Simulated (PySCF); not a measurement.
# C4H2BClF2: the cost of one run

Programs: PySCF 2.14.0, with density-fitted response routines of our own. Each step states its level of theory. These are calculated values for one molecule in the gas phase, unless marked as measured. Atoms count from 0, in the outputs and in this text.

### Step 1. The starting structure

10 atoms, charge 0, multiplicity 1; geometry from: GFN2-xTB. The atoms were then displaced at random by about 0.01 Å, so the start is not that level's minimum.

Bonds of the start (Å): F0–B1 1.34, B1–F2 1.33, B1–C3 1.56, C3–C4 1.31, C4–C5 1.42, C5–C6 1.33, C6–Cl7 1.74, C5–C3 1.44, C4–H8 1.08, C6–H9 1.08.

### Step 2. Geometry optimisation at PBE0-D3(BJ)/def2-SVP

The job: settings as JSON, then the geometry in Å.

```
{"job": {"xc": "PBE0", "basis": "def2-SVP", "d3": "d3bj", "grid": 1, "shake": 0.01, "kind": "geom"}, "charge": 0, "multiplicity": 1}
F     -2.104990    -1.799090    -0.543030
B     -1.994070    -0.468700    -0.520090
F     -3.103260     0.213150    -0.810710
C     -0.639370     0.227020    -0.182960
C      0.040170     1.334530    -0.005780
C      0.746890     0.119920     0.188400
C      1.831070    -0.587200     0.471920
Cl     3.343390     0.191930     0.857810
H      0.074250     2.410120     0.030190
H      1.856370    -1.662600     0.493200
```

Run with:

```
$ OMP_NUM_THREADS=1 python probes_run.py task.json out
```

One launch serves the whole session: the jobs run in the order shown.

Q: Estimate the wall time and peak memory of this first job on 1 thread of Arm Neoverse V1, shared host.

About 78 s, with a peak of 0.51 GiB.
